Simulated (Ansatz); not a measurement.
# GaH2N: the cost of one run

The runs use Ansatz 0.2.0, Gaussian basis; cc-pVTZ, core rule «outside noble gas», up to 15 orbitals frozen.

To be run: UHF; CCSD(T) on ROHF; CCSD(T) on UHF; BCCD(T) on ROHF; CCSDT(Q) on ROHF; CCSDT(Q) on UHF.

12 further runs of the same task are left out: 8 for a known fault of the program, 4 set aside as unsound or not needed.

## 1. What is computed

The geometry is a PBE0/def2-TZVP stationary point (not a proven minimum) of the parent state, kept for this charge and spin. No spin-orbit coupling is included. The filled d shell of Ga may be among the frozen orbitals whatever the setting's name suggests; the logs give the count.

4 atoms, charge 1, spin multiplicity 2.

Atoms are counted from 1 here; the program's logs count them from 0.

Bond lengths: N1–Ga2 1.923 Å, Ga2–H3 1.565 Å, Ga2–H4 1.565 Å. Angles: N1–Ga2–H3 117.6°, N1–Ga2–H4 117.6°, H3–Ga2–H4 124.7°.

## 2. UHF

in.yaml

```yaml
crystal:
  periodic: [false, false, false]
  atoms:
    - {symbol: N, position_ang: [0.000000, 0.000000, 1.625834]}
    - {symbol: Ga, position_ang: [0.000000, 0.000000, -0.297041]}
    - {symbol: H, position_ang: [0.000000, 1.386306, -1.022870]}
    - {symbol: H, position_ang: [0.000000, -1.386306, -1.022870]}
basis:
  gaussian: {orbitals: cc-pVTZ}
total_charge: 1
magnetization: {spin_polarized: true, initial_magnetization: 1}
hamiltonian: {xc: hf}
output: {orbitals: {seedname: orbitals}}
```

The run is started by

```bash
ansatz run in.yaml --threads 1 --pin off --events-out ev --progress --plain --max-ram 4096MiB --backend cpu
```

What time and memory should one allow on 1 thread of AMD EPYC 7R13, shared host?

About 16 s, with a peak of 0.27 GiB.
